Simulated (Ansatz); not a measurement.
# LaHg: strong compression

The task here is to estimate one member of a computed series from the others.

Program: Ansatz 0.2.0. Level of theory: DFT, PBEsol, PAW with Ansatz's default frozen-core files, scalar-relativistic. These are calculated values, not measurements.

## The system as given

The structure is cubic, space group Pm-3m (No. 221). The conventional cell has a = 3.898 Å, b = 3.898 Å, c = 3.898 Å, α = 90.00°, β = 90.00°, γ = 90.00°. Around La (site symmetry m-3m) lie 8 Hg at 3.38 Å. Hg (site symmetry m-3m) is surrounded by 8 La at 3.38 Å.

Structure file:

```cif
data_structure
_symmetry_space_group_name_H-M 'Pm-3m'
_symmetry_Int_Tables_number 221
_cell_length_a 3.8979
_cell_length_b 3.8979
_cell_length_c 3.8979
_cell_angle_alpha 90.000
_cell_angle_beta 90.000
_cell_angle_gamma 90.000
_cell_volume 59.22
loop_
_atom_site_label
_atom_site_type_symbol
_atom_site_symmetry_multiplicity
_atom_site_Wyckoff_symbol
_atom_site_fract_x
_atom_site_fract_y
_atom_site_fract_z
_atom_site_occupancy
La1 La 1 b 0.50000 0.50000 0.50000 1
Hg1 Hg 1 a 0.00000 0.00000 0.00000 1
```

The file gives the conventional cell by its symmetry; the runs use the cell typed in the input.

Whether this phase is the stable one at these pressures isn't tested.

Atoms are numbered in the order of the input: La1, Hg2.

The first run:

File input.yaml:

```yaml
crystal:
  lattice:
    - [3.89793592, 0.0, 0.0]
    - [0.0, 3.89793592, 0.0]
    - [0.0, 0.0, 3.89793592]
  atoms:
    - { symbol: La, position: [0.5, 0.5, 0.5] }
    - { symbol: Hg, position: [0.0, 0.0, 0.0] }
kpoints:
  mp_grid: { grid: [9, 9, 9] }
scf:
  occupations: { method: fermi_dirac, width: 0.05 }
hamiltonian:
  xc: pbesol
  pseudopotentials: { kind: paw }
output:
  forces: true
  stress: true
relax:
  f_tol: 0.01
  max_steps: 30
```

The run is started by

```bash
$ ansatz run input.yaml --threads 1 --pin off --max-ram 2048MiB --backend cpu --events-out ev --progress --plain --runs-dir out
```

Among the steps run: Atoms relaxed at the given volume, PAW; Volume scaled by 1, PAW; Atoms relaxed at 0.85 of the volume, PAW; Volume scaled by 0.85, PAW; Atoms relaxed at 0.8 of the volume, PAW; Volume scaled by 0.8, PAW; Atoms relaxed at 0.65 of the volume, PAW; Volume scaled by 0.65, PAW.

One of the session's tables, all rows but one given; the rest of the session is left out.

```
method  volume over the first  volume (Å³/atom)  pressure (GPa)
   PAW                      1                 ?               ?
   PAW                   0.85            25.171            8.86
   PAW                    0.8            23.690           15.21
   PAW                   0.65            19.248           51.62
```

Q: Estimate the row for PAW, 1 from the others.

**Answer.** volume (Å³/atom): 29.612; pressure (GPa): -2.31. In the column «volume (Å³/atom)» it is the highest.

Limits of these values: Warnings in the runs' records: stress scf threshold loose, gradients without spin orbit.
